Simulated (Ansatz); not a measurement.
Predict the output of the script below (Ansatz's Python interface).

`h4osesn.py`:
```python
"""Proton affinity of H4OSeSn at one site."""

from dataclasses import dataclass
import logging
import sys

import ansatz as az
import numpy as np

logging.basicConfig(stream=sys.stdout, format="%(name)s: %(message)s")
logger = logging.getLogger("run")
logger.setLevel(logging.INFO)


@dataclass(frozen=True)
class RunConfig:
    basis: str = "def2-SVP"
    functional: str = "hf"
    net_charge: int = 1
    fmax: float = 0.01


settings = RunConfig()

GEOMETRY = """
O    -1.34060   -0.88750   -0.61460
Sn   -0.04680    0.48760   -0.04790
Se    2.24850   -0.55570   -0.14920
H    -2.18040   -0.35590   -0.56040
H    -0.09860    1.87110   -1.13030
H    -0.39300    1.01180    1.59080
H     1.87210   -1.63930    0.86590
"""

geometry = az.Crystal.molecule()
for line in GEOMETRY.strip().splitlines():
    symbol, *xyz = line.split()
    geometry = geometry.atom(symbol, [float(v) for v in xyz])

setup = (
    geometry.calculation()
    .basis(gaussian=settings.basis)
    .functional(settings.functional)
)
symbols = [site.symbol for site in geometry.cartesian_sites]
start = np.array([site.position_ang for site in geometry.cartesian_sites], dtype=float)
rep = setup.relax(force_tolerance=0.01).run().report
end = np.array(rep["positions_ang"])

# start the new hydrogen opposite the existing bonds
away = sum((end[0] - end[j]) / np.linalg.norm(end[0] - end[j]) for j in [1, 3]) + np.array([0.15, 0.1, -0.2])
proton = end[0] + 1.0 * away / np.linalg.norm(away)
acid = az.Crystal.molecule()
for symbol, place in zip(symbols, end):
    acid = acid.atom(symbol, place.tolist())
acid = acid.atom("H", proton.tolist())
protonated = (
    acid.calculation()
    .basis(gaussian=settings.basis)
    .functional(settings.functional)
    .charge(settings.net_charge)
    .relax(force_tolerance=settings.fmax, max_steps=80)
)
after = protonated.run().report
xyz = np.array(after["positions_ang"])
reach = np.linalg.norm(xyz[:-1] - xyz[-1], axis=1)
logger.info(f"base {rep['free_energy_ev']:.5f} eV, protonated {after['free_energy_ev']:.5f} eV")
logger.info(f"the proton ends {reach.min():.3f} A from {symbols[reach.argmin()]}{reach.argmin()}")
logger.info(f"electronic proton affinity {23.060548 * (rep['free_energy_ev'] - after['free_energy_ev']):.1f} kcal/mol")
```

Running `python h4osesn.py` prints:
```text
run: base -73199.87113 eV, protonated -73209.46027 eV
run: the proton ends 0.954 A from O0
run: electronic proton affinity 221.1 kcal/mol
```

Total energies depend on the basis set; only differences at equal settings carry meaning. The proton is put on one chosen atom, which needn't be the most basic site, so the molecule's proton affinity can be higher; the ends are stationary points, not checked by frequencies, and zero-point and thermal terms count only where printed. def2 sets replace the cores of elements past krypton by effective core potentials. Hartree-Fock leaves correlation out, so bond, atomisation and ionisation energies come out well too low. Wall time of the script: 2.6 min on 1 thread of Arm Neoverse V1 (shared host), peak memory 0.29 GiB.

(Lines on the test bed's own set-up are left out of the output.)
